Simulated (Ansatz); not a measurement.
What does this script print? It uses Ansatz 0.2.0 through its Python package.

Script `run_md.py`:
```python
"""A short Born-Oppenheimer trajectory of BF2HS."""

import ansatz as az
import numpy as np

GEOMETRY = """
F     0.93500   -1.55420    0.12700
B    -0.12450   -0.48590    0.24880
F    -0.90980   -0.36790    1.46090
S    -0.36900    0.72080   -1.17250
H     0.51810    1.61350   -0.70560
"""

system = az.Crystal.molecule()
for line in GEOMETRY.strip().splitlines():
    symbol, *xyz = line.split()
    system = system.atom(symbol, [float(v) for v in xyz])

setup = system.calculation()
setup = setup.basis(gaussian="def2-SVP")
setup = setup.functional("HF")
setup = setup.md("nvt_nose_hoover", timestep=0.25, steps=40, temperature=200, initial_velocities="maxwell_boltzmann", seed=87, thermostat_time=10)
frames = []
setup.session().plan().execute(on_event=lambda e: frames.append(e["data"]) if e["event"] == "md_step" else None)
print("t (fs)   E_pot (eV)      E_kin (eV)   T (K)   d(0-1) (A)")
for f in frames[::2]:
    xyz = np.array(f["positions_ang"])
    print(f"{f['time_fs']:6.2f} {f['lagrangian_ev']:14.5f} {f['e_kin_ev']:10.5f} {f['temperature_k']:8.1f} {np.linalg.norm(xyz[0] - xyz[1]):9.4f}")
kept = np.array([f["conserved_ev"] for f in frames])
print(f"conserved energy moves by at most {1000 * np.ptp(kept):.3f} meV")
```

```console
$ python run_md.py
t (fs)   E_pot (eV)      E_kin (eV)   T (K)   d(0-1) (A)
  0.00   -16910.90805    0.07756    200.0    1.5095
  0.50   -16910.93207    0.10155    261.9    1.5078
  1.00   -16910.96714    0.13639    351.7    1.5048
  1.50   -16911.01280    0.18111    467.0    1.5006
  2.00   -16911.06826    0.23392    603.2    1.4950
  2.50   -16911.13234    0.29193    752.8    1.4883
  3.00   -16911.20340    0.35099    905.1    1.4804
  3.50   -16911.27936    0.40595   1046.9    1.4715
  4.00   -16911.35781    0.45138   1164.0    1.4618
  4.50   -16911.43623    0.48284   1245.1    1.4514
  5.00   -16911.51230    0.49828   1285.0    1.4405
  5.50   -16911.58416    0.49902   1286.9    1.4294
  6.00   -16911.65060    0.48925   1261.7    1.4181
  6.50   -16911.71111    0.47435   1223.3    1.4068
  7.00   -16911.76566    0.45866   1182.8    1.3956
  7.50   -16911.81451    0.44423   1145.6    1.3844
  8.00   -16911.85789    0.43101   1111.5    1.3733
  8.50   -16911.89598    0.41774   1077.3    1.3623
  9.00   -16911.92883    0.40290   1039.0    1.3514
  9.50   -16911.95647    0.38538    993.8    1.3408
 10.00   -16911.97898    0.36469    940.4    1.3305
conserved energy moves by at most 0.412 meV
```

Total energies depend on the basis set; only differences at equal settings carry meaning. The trajectory is only some femtoseconds long, so its temperature is not equilibrated; where the script doesn't relax first, it starts from a rough generated geometry. The temperature counts the internal degrees of freedom alone. It ran for 20 s on 1 thread of Arm Neoverse V2, on a shared host, peak memory 0.18 GiB.

(Lines on the test bed's own set-up are left out of the output.)
